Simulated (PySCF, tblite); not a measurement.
**C₆H₁₅NSi: geometry, infrared bands and NMR shifts**

What infrared bands and NMR shifts should C₆H₁₅NSi (`C=CN(C[SiH3])C(C)C`) show?

Programs: tblite 0.8.0 and PySCF 2.14.0, with density-fitted response routines of our own. Each step states its level of theory. These are calculated values for one molecule in the gas phase, unless marked as measured. Atoms count from 0, in the outputs and in this text.

**1. Starting geometry**

23 atoms, charge 0, multiplicity 1; geometry from: force field or distance geometry start.

Bonds of the start (Å): C0–C1 1.29, C1–N2 1.42, N2–C3 1.45, C3–Si4 1.88, N2–C5 1.46, C5–C6 1.50, C5–C7 1.51, C0–H8 1.09, C0–H9 1.10, C1–H10 1.10, C3–H11 1.13, C3–H12 1.09, Si4–H13 1.46, Si4–H14 1.49, Si4–H15 1.49, C5–H16 1.12, C6–H17 1.12, C6–H18 1.11, C6–H19 1.11, C7–H20 1.12, C7–H21 1.11, C7–H22 1.11.

**2. Geometry optimisation with GFN2-xTB**

Job settings and geometry (Å):

```
{"job": {"kind": "relax", "xc": "GFN2-xTB", "basis": "xTB"}, "charge": 0, "multiplicity": 1}
C      0.171600     2.467400     0.040900
C      0.323200     1.273700     0.510700
N      0.170300     0.076000    -0.239900
C      1.230400    -0.326300    -1.144300
Si     2.723000    -0.589800    -0.028500
C     -1.032300    -0.749600    -0.181900
C     -2.203800     0.097000    -0.599600
C     -1.260200    -1.309500     1.201700
H     -0.114300     2.690300    -0.988400
H      0.311500     3.321100     0.717200
H      0.607500     1.134100     1.561000
H      0.905700    -1.291900    -1.632400
H      1.408200     0.447900    -1.892500
H      3.993700    -0.321500    -0.704800
H      2.564500     0.257900     1.185400
H      2.627800    -1.991200     0.457300
H     -0.929200    -1.560300    -0.944800
H     -3.018600    -0.109900     0.146600
H     -1.978700     1.178800    -0.583400
H     -2.587000    -0.255500    -1.581700
H     -2.348800    -1.462900     1.427900
H     -0.834500    -0.668200     2.007200
H     -0.734900    -2.280500     1.276100
```

Launch:

```
$ OMP_NUM_THREADS=1 python probes_run.py task.json out
```

This one command runs all jobs of the session in turn.

**Question.** This job is followed by: GFN2-xTB harmonic vibrations, gas phase; GIAO PBE0/pcSseg-1 NMR shielding, non-relativistic, gas phase. Predict these results of the whole session: strongest single infrared mode (GFN2-xTB); zero-point energy (GFN2-xTB); 13C shifts against TMS (PBE0/pcSseg-1, means over atoms taken as alike); 1H shifts against TMS (PBE0/pcSseg-1, means over atoms taken as alike); 15N shifts against NH3 (PBE0/pcSseg-1); 29Si shifts against TMS (PBE0/pcSseg-1).

The runs gave:

| quantity | value |
| --- | --- |
| strongest single infrared mode (GFN2-xTB) | 790 cm⁻¹, 343 km/mol |
| zero-point energy (GFN2-xTB) | 120.8 kcal/mol |
| 13C shifts against TMS (PBE0/pcSseg-1, means over atoms taken as alike) | 138.3, 82.6, 56.8, 35.4, 25.0 ppm |
| 1H shifts against TMS (PBE0/pcSseg-1, means over atoms taken as alike) | 6.19, 3.92, 3.84, 3.41, 2.96, 2.92, 1.16 ppm |
| 15N shifts against NH3 (PBE0/pcSseg-1) | 93.4 ppm |
| 29Si shifts against TMS (PBE0/pcSseg-1) | -93.4 ppm |

**Reading.** The optimisation took 144 steps and gained 1.263 eV; among the close pairs (by a distance rule), C1–N2 changed most, from 1.422 to 1.368 Å. No mode is imaginary among the 63: a minimum at this level. The strongest single mode, at 790 cm⁻¹, has its largest shares on H15, H13 and H14 (the list is cut at 3 atoms). Unscaled tight-binding wavenumbers are off by several per cent, some by more. Its intensities can rank the bands wrongly. The most deshielded carbon is C1 (alkene carbon bearing nitrogen), at 138.3 ppm: an sp2 carbon further deshielded by the attached heteroatom. The most deshielded hydrogen is H10 (hydrogen on an alkene carbon bearing nitrogen), at 6.19 ppm: olefinic region. At PBE0/pcSseg-1: The widest tensor belongs to C1: span 209 ppm, with a paramagnetic part of -207 ppm.
